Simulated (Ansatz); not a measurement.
# C3H10OTi: basis-set convergence

How large a basis does C3H10OTi need? Two functionals are run in growing sets.

Program: Ansatz 0.2.0, Gaussian basis. Level of theory: one geometry, several basis sets. These are calculated values, not measurements.

Levels to be run: PBE0-D4/def2-SVP; ωB97M-V/def2-SVP; PBE0-D4/def2-QZVPP; ωB97M-V/def2-QZVPP; the functionals' def2-TZVPP values are taken from earlier runs.

### Step 1. The geometry

All runs share one geometry, relaxed beforehand with PBE0-D4 in a triple-zeta def2 set.

SMILES `[CH3][Ti]([CH3])([CH3])[OH]`, 15 atoms, charge 0, spin multiplicity 1.

Atoms are counted from 1 here; the program's logs count them from 0.

Bond lengths: C1–Ti2 2.067 Å, C1–H6 1.097 Å, C1–H7 1.095 Å, C1–H8 1.095 Å, Ti2–C3 2.067 Å, Ti2–C4 2.066 Å, Ti2–O5 1.770 Å, C3–H9 1.095 Å, C3–H10 1.097 Å, C3–H11 1.095 Å, C4–H12 1.096 Å, C4–H13 1.095 Å, C4–H14 1.095 Å, O5–H15 0.953 Å. Angles: Ti2–C1–H6 108.6°, Ti2–C1–H7 111.4°, Ti2–C1–H8 110.7°, H6–C1–H7 108.7°, H6–C1–H8 108.7°, H7–C1–H8 108.7°, C1–Ti2–C3 107.7°, C1–Ti2–C4 108.0°, C1–Ti2–O5 111.3°, C3–Ti2–C4 108.0°, C3–Ti2–O5 111.1°, C4–Ti2–O5 110.6°, Ti2–C3–H9 111.0°, Ti2–C3–H10 108.7°, Ti2–C3–H11 111.0°, H9–C3–H10 108.6°, H9–C3–H11 108.7°, H10–C3–H11 108.7° and more.

### Step 2. PBE0-D4 in def2-SVP

in.yaml reads:

```yaml
crystal:
  periodic: [false, false, false]
  atoms:
    - {symbol: C, position_ang: [-1.829934, 0.642469, 0.233595]}
    - {symbol: Ti, position_ang: [0.173921, 0.303712, -0.144377]}
    - {symbol: C, position_ang: [1.046864, -0.327263, 1.619938]}
    - {symbol: C, position_ang: [0.315451, -1.236978, -1.514146]}
    - {symbol: O, position_ang: [0.966890, 1.761212, -0.762065]}
    - {symbol: H, position_ang: [-2.265490, -0.269494, 0.659697]}
    - {symbol: H, position_ang: [-1.969267, 1.462862, 0.945017]}
    - {symbol: H, position_ang: [-2.363269, 0.886247, -0.691354]}
    - {symbol: H, position_ang: [0.943341, 0.431214, 2.403003]}
    - {symbol: H, position_ang: [0.545267, -1.244485, 1.951591]}
    - {symbol: H, position_ang: [2.111274, -0.540655, 1.477652]}
    - {symbol: H, position_ang: [-0.216200, -2.112353, -1.122513]}
    - {symbol: H, position_ang: [1.363037, -1.507322, -1.683742]}
    - {symbol: H, position_ang: [-0.130715, -0.951855, -2.472411]}
    - {symbol: H, position_ang: [1.287029, 2.651989, -0.870387]}
basis:
  gaussian: {orbitals: def2-SVP}
hamiltonian: {xc: pbe0, dispersion: d4}
output: {orbitals: {seedname: orbitals}}
```

Started as:

```bash
$ ansatz run in.yaml --threads 4 --pin off --events-out ev --progress --plain --max-ram 11315MiB
```

Further steps of the session: ωB97M-V in def2-SVP; PBE0-D4 in def2-QZVPP; ωB97M-V in def2-QZVPP.

**Question.** What will the summary of the whole plan be? Wanted: PBE0-D4: double and triple zeta above quadruple; ωB97M-V: double and triple zeta above quadruple.

**Answer**, as computed:

| quantity | value |
| --- | --- |
| PBE0-D4: double and triple zeta above quadruple | 10.08, 0.77 eV |
| ωB97M-V: double and triple zeta above quadruple | 10.35, 0.73 eV |

For PBE0-D4 the step from double to triple zeta gains 9.31 eV and the next only 0.77 eV. Total energies overstate the basis error of differences, where much of it tends to cancel.
